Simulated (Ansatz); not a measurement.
**CH₅SeSi radical: small, medium and large basis sets**

Aim: see how fast density functionals converge with the basis set for CH₅SeSi radical.

Program: Ansatz 0.2.0, Gaussian basis. Level of theory: one geometry, several basis sets. These are calculated values, not measurements.

The runs, in order: PBE0-D4/def2-SVP; ωB97M-V/def2-SVP; PBE0-D4/def2-QZVPP; ωB97M-V/def2-QZVPP; the functionals' def2-TZVPP values are taken from earlier runs.

### 1 The geometry

All runs share one geometry, relaxed beforehand with PBE0-D4 in a triple-zeta def2 set.

SMILES `C[SiH2][Se]`, 8 atoms, charge 0, spin multiplicity 2.

Atoms are counted from 1 here; the program's logs count them from 0.

Bond lengths: C1–Si2 1.865 Å, C1–H4 1.094 Å, C1–H5 1.092 Å, C1–H6 1.092 Å, Si2–Se3 2.271 Å, Si2–H7 1.488 Å, Si2–H8 1.490 Å. Angles: Si2–C1–H4 110.2°, Si2–C1–H5 110.7°, Si2–C1–H6 110.6°, H4–C1–H5 108.3°, H4–C1–H6 108.7°, H5–C1–H6 108.3°, C1–Si2–Se3 113.7°, C1–Si2–H7 110.5°, C1–Si2–H8 111.2°, Se3–Si2–H7 108.8°, Se3–Si2–H8 103.4°, H7–Si2–H8 108.9°.

As a file:

```
C    -0.62730    0.78959   -0.20106
Si    0.49680   -0.68524   -0.00424
Se    1.54446   -0.77421    2.00920
H    -1.12403    0.75940   -1.17492
H    -0.05887    1.71970   -0.13548
H    -1.38985    0.79887    0.57997
H     1.52452   -0.70518   -1.07950
H    -0.27363   -1.96003   -0.04977
```

### 2 PBE0-D4 in def2-SVP

Contents of in.yaml:

```yaml
crystal:
  periodic: [false, false, false]
  atoms:
    - {symbol: C, position_ang: [-0.627304, 0.789594, -0.201061]}
    - {symbol: Si, position_ang: [0.496803, -0.685244, -0.004239]}
    - {symbol: Se, position_ang: [1.544461, -0.774209, 2.009201]}
    - {symbol: H, position_ang: [-1.124034, 0.759399, -1.174924]}
    - {symbol: H, position_ang: [-0.058868, 1.719702, -0.135477]}
    - {symbol: H, position_ang: [-1.389849, 0.798866, 0.579971]}
    - {symbol: H, position_ang: [1.524523, -0.705177, -1.079499]}
    - {symbol: H, position_ang: [-0.273631, -1.960031, -0.049771]}
basis:
  gaussian: {orbitals: def2-SVP}
magnetization: {spin_polarized: true, initial_magnetization: 1}
hamiltonian: {xc: pbe0, dispersion: d4}
output: {orbitals: {seedname: orbitals}}
```

Command:

```
ansatz run in.yaml --threads 4 --pin off --events-out ev --progress --plain --max-ram 10444MiB
```

After this run come: ωB97M-V in def2-SVP; PBE0-D4 in def2-QZVPP; ωB97M-V in def2-QZVPP.

Q: Predict the results of all the runs planned. Wanted: PBE0-D4: double and triple zeta above quadruple; ωB97M-V: double and triple zeta above quadruple.

The runs gave:

| quantity | value |
| --- | --- |
| PBE0-D4: double and triple zeta above quadruple | 13.75, 1.71 eV |
| ωB97M-V: double and triple zeta above quadruple | 13.77, 1.65 eV |

What this shows: PBE0-D4 gains 12.04 eV from double to triple zeta, then 1.71 eV more. Total energies overstate the basis error of differences, where much of it tends to cancel.
